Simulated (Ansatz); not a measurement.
# C2H7AlGeO: one species, many methods

The task here is to estimate one member of a computed series from the others.

Method: functionals in def2-TZVPP, the program's frozen cores in correlated methods; program: Ansatz 0.2.0, Gaussian basis.

Levels to be run: PBE-D4, r2SCAN-D4, PBE0-D4, B3LYP-D4, ωB97X-V, ωB97M-V, B2PLYP; CCSD(T)/def2-TZVPP; MP2/def2-QZVPP; extrapolation to the limit.

## The relaxed structure

All runs share one geometry, relaxed beforehand with PBE0-D4 in a triple-zeta def2 set.

SMILES `[CH3][GeH]1[CH2][O][AlH]1`, 12 atoms, charge 0, spin multiplicity 1.

Atoms are counted from 1 here; the program's logs count them from 0.

Bond lengths: C1–Ge2 1.962 Å, C1–H6 1.091 Å, C1–H7 1.090 Å, C1–H8 1.091 Å, Ge2–C3 2.023 Å, Ge2–Al5 2.446 Å, Ge2–H9 1.546 Å, C3–O4 1.432 Å, C3–H10 1.094 Å, C3–H11 1.095 Å, O4–Al5 1.723 Å, Al5–H12 1.585 Å. Angles: Ge2–C1–H6 110.0°, Ge2–C1–H7 110.4°, Ge2–C1–H8 110.3°, H6–C1–H7 108.9°, H6–C1–H8 108.5°, H7–C1–H8 108.7°, C1–Ge2–C3 114.7°, C1–Ge2–Al5 124.9°, C1–Ge2–H9 108.5°, C3–Ge2–Al5 68.6°, C3–Ge2–H9 112.5°, Al5–Ge2–H9 120.8°, Ge2–C3–O4 104.1°, Ge2–C3–H10 112.4°, Ge2–C3–H11 111.8°, O4–C3–H10 110.1°, O4–C3–H11 110.1°, H10–C3–H11 108.4° and more.

As a file:

```
C    -1.80680    0.56620   -0.69254
Ge   -0.06053   -0.32720   -0.67237
C     0.60097   -0.84600    1.16781
O     1.82952   -0.12521    1.31185
Al    2.06324    0.76496   -0.14488
H    -2.59610   -0.15132   -0.46241
H    -1.83195    1.36767    0.04642
H    -2.00232    0.99265   -1.67712
H    -0.11311   -1.52903   -1.64399
H     0.78336   -1.92085    1.25822
H    -0.10317   -0.54864    1.95169
H     3.31389    1.70157   -0.40859
```

Set-up of the first run:

Input file in.yaml:

```yaml
crystal:
  periodic: [false, false, false]
  atoms:
    - {symbol: C, position_ang: [-1.806798, 0.566196, -0.692538]}
    - {symbol: Ge, position_ang: [-0.060526, -0.327202, -0.672375]}
    - {symbol: C, position_ang: [0.600972, -0.845998, 1.167808]}
    - {symbol: O, position_ang: [1.829520, -0.125215, 1.311855]}
    - {symbol: Al, position_ang: [2.063240, 0.764962, -0.144879]}
    - {symbol: H, position_ang: [-2.596100, -0.151319, -0.462405]}
    - {symbol: H, position_ang: [-1.831952, 1.367666, 0.046423]}
    - {symbol: H, position_ang: [-2.002323, 0.992654, -1.677122]}
    - {symbol: H, position_ang: [-0.113111, -1.529029, -1.643993]}
    - {symbol: H, position_ang: [0.783365, -1.920849, 1.258225]}
    - {symbol: H, position_ang: [-0.103174, -0.548638, 1.951694]}
    - {symbol: H, position_ang: [3.313890, 1.701570, -0.408595]}
basis:
  gaussian: {orbitals: def2-TZVPP}
hamiltonian: {xc: pbe, dispersion: d4}
output: {forces: true, orbitals: {seedname: orbitals}}
```

The run is started by

```console
> ansatz run in.yaml --threads 4 --pin off --events-out ev --progress --plain --max-ram 10444MiB
```

Steps of the session up to this table: PBE-D4 (GGA); r2SCAN-D4 (meta-GGA); PBE0-D4 (hybrid); B3LYP-D4 (hybrid); ωB97X-V (range-separated); ωB97M-V (range-separated); B2PLYP (double hybrid); CCSD(T) in def2-TZVPP; MP2 in def2-QZVPP.

One table of the session follows, with a row left open; its other results are not shown here.

| method | atomisation energy (eV) |
| --- | --- |
| PBE-D4 | 43.736 |
| r2SCAN-D4 | 43.368 |
| PBE0-D4 | 43.076 |
| B3LYP-D4 | 42.949 |
| ωB97X-V | 43.340 |
| ωB97M-V | 43.133 |
| B2PLYP | 42.608 |
| HF/def2-TZVPP | 31.217 |
| MP2/def2-TZVPP | 42.821 |
| CCSD/def2-TZVPP | 41.633 |
| CCSD(T)/def2-TZVPP | 42.294 |
| MP2/CBS | ? |
| CCSD(T)/CBS | 43.296 |

Q: Estimate the row for MP2/CBS from the others.

**Answer.** atomisation energy (eV): 43.824. In the column «atomisation energy (eV)» it is the highest.

Limits of these values: Free atoms (2 C, 1 Ge, 1 O, 1 Al, 7 H) were run apart at each level; the atomisation energy is their sum less the molecule, without zero-point or spin-orbit terms.
